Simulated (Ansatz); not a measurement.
# SbMo3: the cost of one run

Method: DFT PBE, scalar-relativistic, plane waves, PAW, in Ansatz 0.2.0.

## Step 1: The structure to begin with

The structure is hexagonal, space group P6_3/mmc (No. 194). The conventional cell has a = 5.946 Å, b = 5.946 Å, c = 4.773 Å, α = 90.00°, β = 90.00°, γ = 120.00°. Sb (site symmetry -6m2) has 12 Mo at 2.94 to 2.97 Å as nearest neighbours. Mo (site symmetry mm2) is surrounded by 4 Sb at 2.94 to 2.97 Å and 8 Mo at 2.94 to 2.98 Å.

Structure file:

```cif
data_structure
_symmetry_space_group_name_H-M 'P6_3/mmc'
_symmetry_Int_Tables_number 194
_cell_length_a 5.9464
_cell_length_b 5.9464
_cell_length_c 4.7729
_cell_angle_alpha 90.000
_cell_angle_beta 90.000
_cell_angle_gamma 120.000
_cell_volume 146.16
loop_
_atom_site_label
_atom_site_type_symbol
_atom_site_symmetry_multiplicity
_atom_site_Wyckoff_symbol
_atom_site_fract_x
_atom_site_fract_y
_atom_site_fract_z
_atom_site_occupancy
Sb1 Sb 2 c 0.33333 0.66667 0.25000 1
Mo1 Mo 6 h 0.83300 0.66600 0.25000 1
```

(A quick probe on a coarse mesh, which set the mesh and smearing, is not shown.)

## Step 3: Coarse relaxation

input.yaml reads:

```yaml
crystal:
  lattice:
    - [5.9464224992, 0.0, 0.0]
    - [-2.9732112496, 5.1497529459, 0.0]
    - [0.0, 0.0, 4.7729215429]
  atoms:
    - { symbol: Sb, position: [0.3333333333, 0.6666666667, 0.25] }
    - { symbol: Sb, position: [0.6666666667, 0.3333333333, 0.75] }
    - { symbol: Mo, position: [0.833, 0.666, 0.25] }
    - { symbol: Mo, position: [0.167, 0.833, 0.75] }
    - { symbol: Mo, position: [0.334, 0.167, 0.25] }
    - { symbol: Mo, position: [0.167, 0.334, 0.75] }
    - { symbol: Mo, position: [0.833, 0.167, 0.25] }
    - { symbol: Mo, position: [0.666, 0.833, 0.75] }
basis:
  ecutwfc: 420
kpoints:
  mp_grid: { grid: [3, 3, 4] }
hamiltonian:
  xc: pbe
scf:
  occupations: { method: gaussian, width: 0.1 }
  lower_state_search: "off"
output:
  forces: true
  stress: true
  eigenvalues: true
relax:
  adjacent_minimum: "off"
  f_tol: 0.04
  max_steps: 70
  cell: { stress_tol: 0.4 }
```

The run is started by

```bash
ansatz run input.yaml --threads 1 --pin off --max-ram 2560MiB --backend cpu --events-out ev --progress --plain --runs-dir out
```

Q: Estimate wall time and peak memory on 1 thread of Arm Neoverse V2, shared host.

About 41 s, with a peak of 0.43 GiB.
